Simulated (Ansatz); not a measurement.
GdZn, space group Pm-3m: a frozen displacement of one atom, run with Ansatz 0.2.0 through its Python package.

Script `push_gdzn.py`:
```python
"""Energy and force of GdZn as one atom is pushed off its site."""

import ansatz as az
import numpy as np

vectors = np.array([
    [3.618, 0.0, 0.0],
    [0.0, 3.618, 0.0],
    [0.0, 0.0, 3.618],
])
xtal = (
    az.Lattice.of(vectors)
    .atom("Gd", [0.0, 0.0, 0.0])
    .atom("Zn", [0.5, 0.5, 0.5])
    .moments(Gd=4.9)
)

inverse = np.linalg.inv(np.array(xtal.lattice.vectors))
home = np.array(xtal.sites[0].position)
values = np.linspace(-0.2, 0.2, 5)
energies, pulls = [], []
for shift in values:
    moved = xtal.move(0, to=home + shift * inverse[2])
    base = moved.calculation()
    base = base.functional("PBEsol")
    base = base.basis(21 * az.Ha)
    base = base.kpoints(density=3.4)
    base = base.occupations(az.OccupationsMethod.FERMI_DIRAC, width=0.15)
    base = base.spin(az.SpinTreatment.COLLINEAR)
    base = base.scf(max_iterations=60)
    base = base.forces()
    rep = base.run(threads=1, pin="off").report
    energies.append(rep["free_energy_ev"])
    pulls.append(rep["forces_ev_ang"][0][2])

# the force is minus the slope of the free energy
print("shift (A)   dE (eV)   force along z (eV/A)")
for shift, e, f in zip(values, energies, pulls):
    print(f"{shift:8.3f} {e - energies[2]:10.5f} {f:12.4f}")
print(f"stiffness from energies {2 * np.polyfit(values, energies, 2)[0]:.3f}, from forces {-np.polyfit(values, pulls, 1)[0]:.3f} eV/A^2")
```

How stiff is this displacement, and do energies and forces agree?

The curvature of the energy gives 2.465 eV/Å² and the slope of the force 2.481 eV/Å², a positive curvature.

What the script printed:

`python push_gdzn.py` gives:
```text
DeckWarning: where an SCF of this run starts from atoms to list the orders of its open shells, Gd (site 0, from 0) starts with 6.64 μB on its 4f shell, in the place of the 4.90 μB that the deck gives [...]
shift (A)   dE (eV)   force along z (eV/A)
  -0.200    0.04924       0.4977
  -0.100    0.01221       0.2449
   0.000    0.00000       0.0000
   0.100    0.01221      -0.2449
   0.200    0.04924      -0.4977
stiffness from energies 2.465, from forces 2.481 eV/A^2
```
(Warnings from the package without file and line, shortened.)

Reading the output:
- Open f shells: without a Hubbard U, without spin-orbit coupling; the state reached hangs on the start and needn't be the lowest.
- For a metal this k-point mesh is coarse: on a finer one energies can move by several to tens of meV an atom and pressures by half a GPa or more, differences at one mesh by less.
- In a metal a curvature from energy changes of a few meV or less hangs on mesh and smearing, in size and even in sign.
- The starting cell is as deposited in a crystallographic database; the results hold for this polymorph, which needn't be the stable one.
- All periodic images of the atom move with it, so the curvature is one diagonal element of the zone-centre force constants and no normal mode; a positive value doesn't exclude soft modes in which several atoms move.
- Hardware and time: 83 s on 1 thread of Arm Neoverse V1 (shared host), peak memory 0.54 GiB.
